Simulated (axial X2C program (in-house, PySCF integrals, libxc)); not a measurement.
# KH⁻: properties at the nuclei

Aim: properties at the nuclei of KH⁻, with spin–orbit coupling in the Hamiltonian from the start.

Computed with an in-house X2C program for linear molecules on PySCF integrals. Level: two-component X2C with atomic mean-field terms, K dyall-acv3z, H dyall-av3z.

All values are calculated.

### Step 1. Set-up

task.json reads:

```json
{"zs": [19, 1], "q": -1, "bas": ["dyall-acv3z", "dyall-av3z"], "r0": 2.28, "levels": ["PBE0", "HF", "r2SCAN", "PBE", "TPSSh"], "nst": 3}
```

Keys: zs atomic numbers; q charge; bas basis sets; r0 starting distance in Å; levels methods (HF also brings MP2); nst determinants followed.

The run is started by

```
$ python soeom.py task.json out
```

After this run come: Expectation values, lowest determinant; Expectation values, a higher determinant; Expectation values, a higher determinant.

**Question.** What will these runs give? Wanted: lowest determinant; Eeff magnitude; Ws magnitude K; A∥/gI K; qzz K; higher determinant (for each run or level that gives them).

The runs gave:

```
                                        quantity                                    value
                              lowest determinant  Ω = 1/2 (excess of +ω over −ω: ω = 1/2)
                    Eeff magnitude (GV/cm), PBE0                                   0.0537
                      Ws magnitude K (kHz), PBE0                                   0.0403
                             A∥/gI K (MHz), PBE0                                      121
                              qzz K (a.u.), PBE0                                    -0.51
                              higher determinant  Ω = 3/2 (excess of +ω over −ω: ω = 3/2)
Eeff magnitude (GV/cm), PBE0, higher determinant                                  0.00063
  Ws magnitude K (kHz), PBE0, higher determinant                                 0.000145
         A∥/gI K (MHz), PBE0, higher determinant                                     2.77
          qzz K (a.u.), PBE0, higher determinant                                    -0.33
                              higher determinant  Ω = 5/2 (excess of +ω over −ω: ω = 5/2)
Eeff magnitude (GV/cm), PBE0, higher determinant                                 0.000675
  Ws magnitude K (kHz), PBE0, higher determinant                                 9.96e-05
         A∥/gI K (MHz), PBE0, higher determinant                                    -3.25
          qzz K (a.u.), PBE0, higher determinant                                    -0.31
```

In the first state, the effective field runs from 0.0438 to 0.0671 GV/cm over the mean-field levels. The expectation values come from single determinants, which for open shells can mix terms of unlike spin or miss the lowest Ω, so a determinant need not be a state. Eeff is the effective electric field on the electron dipole moment in this Ω state and Ws the scalar–pseudoscalar constant (defined with the proton number Z and per Ω); A∥ is the parallel hyperfine constant, which follows by multiplying with the nuclear g factor gI = μI/(I μN); qzz is the electric field gradient, eQq0 = 234.96 MHz × Q/barn × qzz. The operators were transformed with the bare-nucleus X2C matrices.
